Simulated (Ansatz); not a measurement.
# MoRu3W: the cost of one run

Computed with Ansatz 0.2.0 (DFT PBE, scalar-relativistic, plane waves, PAW, unless a step's input says otherwise).

2 further runs of the same task are left out: 1 that didn't finish, 1 set aside as unsound or not needed.

### Step 1. The structure to begin with

It takes space group Pm-3m (No. 221, cubic). The conventional cell has a = 4.291 Å, b = 4.291 Å, c = 4.291 Å, α = 90.00°, β = 90.00°, γ = 90.00°. Mo (site symmetry m-3m) has 6 Ru at 2.15 Å as nearest neighbours. Ru (site symmetry 4/mmm) has 2 Mo at 2.15 Å as nearest neighbours. W (site symmetry m-3m) is surrounded by 12 Ru at 3.03 Å.

Structure file:

```xyz
5
Lattice="4.2915 0.0000 0.0000 0.0000 4.2915 0.0000 0.0000 0.0000 4.2915" Properties=species:S:1:pos:R:3 pbc="T T T"
Mo    2.1457    2.1457    2.1457
Ru    0.0000    2.1457    2.1457
Ru    2.1457    0.0000    2.1457
Ru    2.1457    2.1457    0.0000
W     0.0000    0.0000    0.0000
```

A structure generator made this guess: species swapped into a database cell of Sc3SnB (Pm-3m, No. 221), with Ru on the Sc sites, W on the Sn sites and Mo on the B sites. The dimensions are guesses.

### Step 2. The guess as it stands, on a coarse mesh

Input file input.yaml:

```yaml
crystal:
  lattice:
    - [4.2914532, 0.0, 0.0]
    - [0.0, 4.2914532, 0.0]
    - [0.0, 0.0, 4.2914532]
  atoms:
    - { symbol: Mo, position: [0.5, 0.5, 0.5] }
    - { symbol: Ru, position: [0.0, 0.5, 0.5] }
    - { symbol: Ru, position: [0.5, 0.0, 0.5] }
    - { symbol: Ru, position: [0.5, 0.5, 0.0] }
    - { symbol: W, position: [0.0, 0.0, 0.0] }
basis:
  ecutwfc: 420
kpoints:
  mp_grid: { grid: [4, 4, 4] }
hamiltonian:
  xc: pbe
scf:
  occupations: { method: gaussian, width: 0.1 }
  lower_state_search: "off"
output:
  forces: true
  stress: true
  eigenvalues: true
```

Run with:

```bash
$ ansatz run input.yaml --threads 1 --pin off --max-ram 2560MiB --backend cpu --events-out ev --progress --plain --runs-dir out
```

**Question.** How long does this run take on 1 thread of Intel Xeon at 2.70GHz, shared host, and how much memory does it need?

About 2.5 s, with a peak of 0.39 GiB.
